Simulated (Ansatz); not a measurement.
**[GaCl4]-: geometry, orbitals and charge**

Aim: characterise [GaCl4]- as a singlet: its structure, frontier levels and distribution of charge.

Method: RKS PBE0-D4/def2-TZVPD; program: Ansatz 0.2.0, Gaussian basis.

Levels to be run: relaxation at PBE-D4/def2-SVPD; a search for the lowest solution at PBE0-D4/def2-SVP; a single point at PBE0-D4/def2-TZVPD.

### Step 1. Where the work starts

5 atoms, charge -1, spin multiplicity 1.

Atoms are counted from 1 here; the program's logs count them from 0.

Bond lengths: Ga1–Cl2 2.171 Å, Ga1–Cl3 2.171 Å, Ga1–Cl4 2.172 Å, Ga1–Cl5 2.172 Å. Angles: Cl2–Ga1–Cl3 109.5°, Cl2–Ga1–Cl4 109.4°, Cl2–Ga1–Cl5 109.5°, Cl3–Ga1–Cl4 109.5°, Cl3–Ga1–Cl5 109.5°, Cl4–Ga1–Cl5 109.4°.

The ion is computed in the gas phase, without counter-ions or solvent.

The start is a GFN2-xTB geometry.

### Step 2. Relaxation at PBE-D4/def2-SVPD

in.yaml

```yaml
crystal:
  periodic: [false, false, false]
  atoms:
    - {symbol: Ga, position_ang: [0.000430, -0.000430, -0.000240]}
    - {symbol: Cl, position_ang: [0.010330, -0.016710, 2.171130]}
    - {symbol: Cl, position_ang: [2.044070, 0.010770, -0.733200]}
    - {symbol: Cl, position_ang: [-1.031040, 1.775940, -0.704760]}
    - {symbol: Cl, position_ang: [-1.023790, -1.769570, -0.732920]}
basis:
  gaussian: {orbitals: def2-SVPD}
total_charge: -1
hamiltonian: {xc: pbe, dispersion: d4}
scf: {lower_state_search: "off"}
output: {orbitals: {seedname: orbitals}}
relax: {f_tol: 0.02, max_steps: 100}
```

On the command line:

```bash
ansatz run in.yaml --threads 4 --pin off --events-out ev --progress --plain --max-ram 3916MiB
```

The runs that follow: Searching for the lowest solution, PBE0-D4/def2-SVP; Single point, PBE0-D4/def2-TZVPD.

**Question.** What will the summary of the whole plan be? Wanted: point group; commonest bond; HOMO, LUMO at PBE0-D4/def2-TZVPD.

As calculated:

| quantity | value |
| --- | --- |
| point group | Td |
| commonest bond | Cl–Ga, 4 of mean length 2.233 Å |
| HOMO, LUMO at PBE0-D4/def2-TZVPD | -4.59, 2.66 eV |

In words: The molecule keeps its bonding pattern by the stored test; the atoms moved 0.06 Å (rms). No usable vibrations, so a minimum isn't proven. The HOMO lies nearest to Cl2, Cl4, Cl5 about 33 % each and the LUMO to Ga1 23 %; 4 Cl atoms about 19 % each.
